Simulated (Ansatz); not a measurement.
# BiS (NiAs type): other levels of theory at one geometry

One table from this session's results is given with a row withheld; the runs are named, their logs left out.

Method: DFT at several levels, plane waves, PAW, in Ansatz 0.2.0.

8 further runs of the same task are left out: 1 that didn't finish, 7 set aside as unsound or not needed. Runs told in other sessions of the task aren't counted.

### The structure to begin with

It takes space group P6_3/mmc (No. 194, hexagonal). Conventional cell: a = 4.253 Å, b = 4.253 Å, c = 6.938 Å, α = 90.00°, β = 90.00°, γ = 120.00°. Bi (site symmetry -3m) is surrounded by 6 S at 3.01 Å. S (site symmetry -6m2) is surrounded by 6 Bi at 3.01 Å.

As a file:

```cif
data_structure
_symmetry_space_group_name_H-M 'P6_3/mmc'
_symmetry_Int_Tables_number 194
_cell_length_a 4.2532
_cell_length_b 4.2532
_cell_length_c 6.9377
_cell_angle_alpha 90.000
_cell_angle_beta 90.000
_cell_angle_gamma 120.000
_cell_volume 108.68
loop_
_atom_site_label
_atom_site_type_symbol
_atom_site_symmetry_multiplicity
_atom_site_Wyckoff_symbol
_atom_site_fract_x
_atom_site_fract_y
_atom_site_fract_z
_atom_site_occupancy
Bi1 Bi 2 a 0.00000 0.00000 0.00000 1
S1 S 2 c 0.33333 0.66667 0.25000 1
```

This cell comes from an earlier session at PBE: 27.171 Å³/atom at 0.00 GPa, on a 10×10×6 mesh, a metal on this mesh.

Levels to run: PBE+SOC; r²SCAN; PBEsol; LDA. Hardware: 2 threads of Arm Neoverse V2, shared host.

The first run:

Contents of input.yaml:

```yaml
crystal:
  lattice:
    - [4.253152269, 0.0, 0.0]
    - [-2.1265761345, 3.6833379111, 0.0]
    - [0.0, 0.0, 6.9376951447]
  atoms:
    - { symbol: Bi, position: [0.0, 0.0, 0.0] }
    - { symbol: Bi, position: [0.0, 0.0, 0.5] }
    - { symbol: S, position: [0.3333333333, 0.6666666667, 0.25] }
    - { symbol: S, position: [0.6666666667, 0.3333333333, 0.75] }
basis:
  ecutwfc: 420
  ecutrho_ratio: 4
kpoints:
  mp_grid: { grid: [10, 10, 6] }
hamiltonian:
  xc: pbe
scf:
  occupations: { method: gaussian, width: 0.05 }
output:
  forces: true
  stress: true
  eigenvalues: true
  populations: true
  dos: { projected: true, de: 0.02 }
  write_density: true
  write_potential: true
  elf: true
  volumetric_format: npy
magnetization:
  noncollinear: true
  spin_orbit: true
```

Run with:

```bash
> ansatz run input.yaml --threads 2 --pin off --max-ram 2662MiB --backend cpu --events-out ev --progress --plain --runs-dir out
```

Steps of the session up to this table: PBE+SOC; r²SCAN; PBEsol; LDA.

One of the session's tables, all rows but one given; the rest of the session is left out.

| level | pressure (GPa) |
| --- | --- |
| PBE | 0.0 |
| LDA | -4.2 |
| PBEsol | -2.8 |
| PBE+SOC | 1.2 |
| r²SCAN | ? |

**Question.** Estimate the row for r²SCAN.

**Answer.** pressure (GPa): -1.0. In the column «pressure (GPa)» it lies between PBEsol (-2.8) and PBE (0.0).

The pressure runs from -4.2 GPa (LDA) to 1.2 GPa (PBE+SOC); a negative pressure means that level wants a smaller cell, a positive one a larger cell. Total energies of different levels have different zeros and can't be compared.
